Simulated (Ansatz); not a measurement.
# SnO2: band gap under strain

Aim: follow the gap of SnO2 in the rutile structure through these states: no strain; -4.0 % strain along z alone; -3.0 % strain along z alone. The table at the end shows which levels were run.

The runs shown are made with Ansatz 0.2.0. PAW datasets, plane waves. No spin polarisation and no zero-point or thermal motion.

**1. The structure to begin with**

The unstrained cell was relaxed with r2SCAN; in each strained cell the atoms were relaxed again with r2SCAN. Names of k-points are those of the unstrained zone, where strain can split equivalent points. First state: no strain.

The symmetry is P4_2/mnm (No. 136, tetragonal); conventional cell a = 4.761 Å, c = 3.200 Å, 12.09 Å³ an atom. Around Sn lie 6 O at 2.06–2.07 Å; around O lie 3 Sn at 2.06–2.07 Å.

Structure file:

```
Sn O
1.0
     4.76057    0.00000    0.00000
     0.00000    4.76057    0.00000
     0.00000    0.00000    3.20008
Sn O
2 4
Cartesian
  0.0000 0.0000 0.0000
  2.3803 2.3803 1.6000
  1.4562 1.4562 0.0000
  0.9241 3.8364 1.6000
  3.8364 0.9241 1.6000
  3.3044 3.3044 0.0000
```

**2. No strain: PBE**

File input.yaml:

```yaml
crystal:
  lattice:
    - [4.7605737245, 0.0, 0.0]
    - [0.0, 4.7605737245, 0.0]
    - [0.0, 0.0, 3.2000802711]
  atoms:
    - { symbol: Sn, position: [0.0, 0.0, 0.0] }
    - { symbol: Sn, position: [0.5, 0.5, 0.5] }
    - { symbol: O, position: [0.3058781125, 0.3058781125, 0.0] }
    - { symbol: O, position: [0.1941218875, 0.8058781125, 0.5] }
    - { symbol: O, position: [0.8058781125, 0.1941218875, 0.5] }
    - { symbol: O, position: [0.6941218875, 0.6941218875, 0.0] }
kpoints:
  mp_grid: { grid: [6, 6, 8] }
  band_path:
    path:
      - [0.0, 0.0, 0.0]
      - [0.0, 0.5, 0.0]
      - [0.5, 0.5, 0.0]
      - [0.0, 0.0, 0.5]
      - [0.0, 0.5, 0.5]
      - [0.5, 0.5, 0.5]
    npoints: 1
hamiltonian:
  xc: pbe
scf:
  occupations: { method: fermi_dirac, width: 0.02 }
  n_extra_bands: 5
output:
  forces: true
  stress: true
  eigenvalues: true
```

Run with:

```sh
ansatz run input.yaml --threads 2 --pin off --max-ram 29491MiB --backend cpu --events-out ev --progress --plain --runs-dir out
```

After this run come: No strain: r2SCAN; No strain: HSE06; No strain: r2SCAN+SOC; No strain: r2SCAN; -4.0 % strain along z alone: PBE; -4.0 % strain along z alone: r2SCAN; -4.0 % strain along z alone: HSE06; -4.0 % strain along z alone: r2SCAN+SOC; -4.0 % strain along z alone: r2SCAN; -3.0 % strain along z alone: PBE; -3.0 % strain along z alone: r2SCAN; -3.0 % strain along z alone: HSE06; -3.0 % strain along z alone: r2SCAN+SOC; -3.0 % strain along z alone: r2SCAN.

What does the calculation give?

**Answer**, as computed:

Least gap in eV (negative: overlap), with the change from the unstrained cell in brackets:

| state | volume change (%) | PBE | r2SCAN | HSE06 |
| --- | --- | --- | --- | --- |
| no strain | +0.0 | 1.10 | 1.77 | 2.84 |
| -4.0 % strain along z alone | -4.0 | 1.64 (+0.54) | 2.33 (+0.56) | 3.43 (+0.59) |
| -3.0 % strain along z alone | -3.0 | 1.51 (+0.41) | 2.19 (+0.42) | 3.29 (+0.45) |

**Reading.** With HSE06, of the states in the table -4.0 % strain along z alone shifts the gap most, by +0.589 eV. PBE and HSE06 differ by 1.74 eV on the unstrained gap, and by at most 0.05 eV on its change: PBE follows the response to strain far better than the gap itself. Spin-orbit coupling is left out of the table, though the cell holds Sn (Z = 50); in an element this heavy it can shift bands and gaps by tenths of an eV.
